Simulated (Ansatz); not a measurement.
# CH5FSSi: a ladder of functionals and wavefunction methods

Aim: compute CH5FSSi with functionals from several rungs and with coupled cluster. The yardstick is the atomisation energy at the CCSD(T) limit.

Method: functionals in def2-TZVPP, the program's frozen cores in correlated methods; program: Ansatz 0.2.0, Gaussian basis.

Plan: LDA (SPW92), PBE-D4, revPBE-D4, BLYP-D4, r2SCAN-D4, B97M-V, PBE0-D4, B3LYP-D4, r2SCANh-D4, r2SCAN0-D4, HSE06-D4, BHLYP-D4, CAM-B3LYP-D4, LC-ωPBE, ωB97X-V, ωB97M-V, B2PLYP, PBE-QIDH; CCSD(T)/def2-SVP; CCSD(T)/def2-TZVPP; MP2/def2-QZVPP; extrapolation to the limit; RPA on PBE.

## (1) Structure used throughout

The geometry comes from an earlier relaxation with PBE0-D4 in a triple-zeta def2 set; it is a stationary point, not always the lowest conformer.

SMILES `FC[SiH2]S`, 9 atoms, charge 0, spin multiplicity 1.

Atoms are counted from 1 here; the program's logs count them from 0.

Bond lengths: F1–C2 1.393 Å, C2–Si3 1.892 Å, C2–H5 1.094 Å, C2–H6 1.096 Å, Si3–S4 2.132 Å, Si3–H7 1.485 Å, Si3–H8 1.485 Å, S4–H9 1.345 Å. Angles: F1–C2–Si3 109.3°, F1–C2–H5 108.2°, F1–C2–H6 108.1°, Si3–C2–H5 111.3°, Si3–C2–H6 111.5°, H5–C2–H6 108.3°, C2–Si3–S4 110.6°, C2–Si3–H7 109.2°, C2–Si3–H8 108.7°, S4–Si3–H7 106.1°, S4–Si3–H8 111.8°, H7–Si3–H8 110.3°, Si3–S4–H9 93.4°.

Geometry (Å):

```mol
CH5FSSi
  3D, bonds by distance, orders not assigned

  9  8  0  0  0  0  0  0  0  0999 V2000
   -0.2681    1.6614   -0.8452 F   0  0
    0.7377    0.8628   -0.3060 C   0  0
    0.0506   -0.8683    0.0291 Si  0  0
   -1.5571   -0.7810    1.4265 S   0  0
    1.0923    1.3353    0.6154 H   0  0
    1.5687    0.8335   -1.0197 H   0  0
    1.1044   -1.6979    0.6662 H   0  0
   -0.3717   -1.4718   -1.2602 H   0  0
   -2.2683    0.0799    0.6769 H   0  0
  1  2  8  0
  2  3  8  0
  3  4  8  0
  2  5  8  0
  2  6  8  0
  3  7  8  0
  3  8  8  0
  4  9  8  0
M  END
```

## (2) LDA

This LDA is Slater exchange with PW92 correlation.

File in.yaml:

```yaml
crystal:
  periodic: [false, false, false]
  atoms:
    - {symbol: F, position_ang: [-0.268121, 1.661378, -0.845246]}
    - {symbol: C, position_ang: [0.737675, 0.862842, -0.305978]}
    - {symbol: Si, position_ang: [0.050556, -0.868308, 0.029084]}
    - {symbol: S, position_ang: [-1.557124, -0.781009, 1.426536]}
    - {symbol: H, position_ang: [1.092281, 1.335267, 0.615401]}
    - {symbol: H, position_ang: [1.568705, 0.833475, -1.019672]}
    - {symbol: H, position_ang: [1.104358, -1.697941, 0.666181]}
    - {symbol: H, position_ang: [-0.371688, -1.471784, -1.260207]}
    - {symbol: H, position_ang: [-2.268342, 0.079880, 0.676901]}
basis:
  gaussian: {orbitals: def2-TZVPP}
hamiltonian: {xc: lda}
output: {orbitals: {seedname: orbitals}}
```

Command:

```sh
ansatz run in.yaml --threads 2 --pin off --events-out ev --progress --plain --max-ram 4352MiB
```

The runs that follow: PBE-D4 (GGA); revPBE-D4 (GGA); BLYP-D4 (GGA); r2SCAN-D4 (meta-GGA); B97M-V (meta-GGA); PBE0-D4 (hybrid); B3LYP-D4 (hybrid); r2SCANh-D4 (hybrid); r2SCAN0-D4 (hybrid); HSE06-D4 (hybrid); BHLYP-D4 (hybrid); CAM-B3LYP-D4 (range-separated); LC-ωPBE (range-separated); ωB97X-V (range-separated); ωB97M-V (range-separated); B2PLYP (double hybrid); PBE-QIDH (double hybrid); CCSD(T) in def2-SVP; CCSD(T) in def2-TZVPP; MP2 in def2-QZVPP; RPA on PBE orbitals.

Before running them: what should the planned runs give, taken together? Wanted: atomisation energy, CCSD(T)/CBS; farthest beyond LDA; mean size of error, GGA; mean size of error, meta-GGA; mean size of error, hybrid; mean size of error, range-separated; mean size of error, double hybrid; gap, smallest and largest; T1 diagnostic.

**Answer**, as computed:

```
                               quantity                                                                              value
        atomisation energy, CCSD(T)/CBS                                                                      2978.8 kJ/mol
 functionals within 14.9 kJ/mol (0.5 %)  r2SCAN-D4, B97M-V, PBE0-D4, B3LYP-D4, r2SCANh-D4, HSE06-D4, CAM-B3LYP-D4, ωB97M-V
                    farthest beyond LDA                                                            BHLYP-D4 (-87.0 kJ/mol)
                mean size of error, GGA                                                                        29.5 kJ/mol
           mean size of error, meta-GGA                                                                         7.5 kJ/mol
             mean size of error, hybrid                                                                        30.1 kJ/mol
    mean size of error, range-separated                                                                        14.9 kJ/mol
      mean size of error, double hybrid                                                                        40.5 kJ/mol
              gap, smallest and largest                                          5.38 eV (LDA (SPW92)), 12.62 eV (LC-ωPBE)
                          T1 diagnostic                                                                             0.0112
triples share of the correlation energy                                                                              3.5 %
```

**Reading.** LDA overbinds by 414.7 kJ/mol (14 %). PBE-D4 is off by +31.3 kJ/mol. Double hybrids carry the basis error of their MP2 part in triple zeta, and no dispersion term here, so their miss is partly the set-up's. Taken by rung, meta-GGA functionals do best (7.5 kJ/mol on average) and double hybrid ones worst beyond LDA (40.5 kJ/mol). The reference freezes the cores and leaves out relativity and excitations past (T), so misses under about 14.9 kJ/mol can't be ranked. Hartree-Fock recovers 73 % of the binding; the rest is correlation. CCSD(T) in def2-SVP is off by -205.8 kJ/mol, which most functionals beat. The gap grows from 5.4 to 12.6 eV across the functionals, mostly with the share of exact exchange.
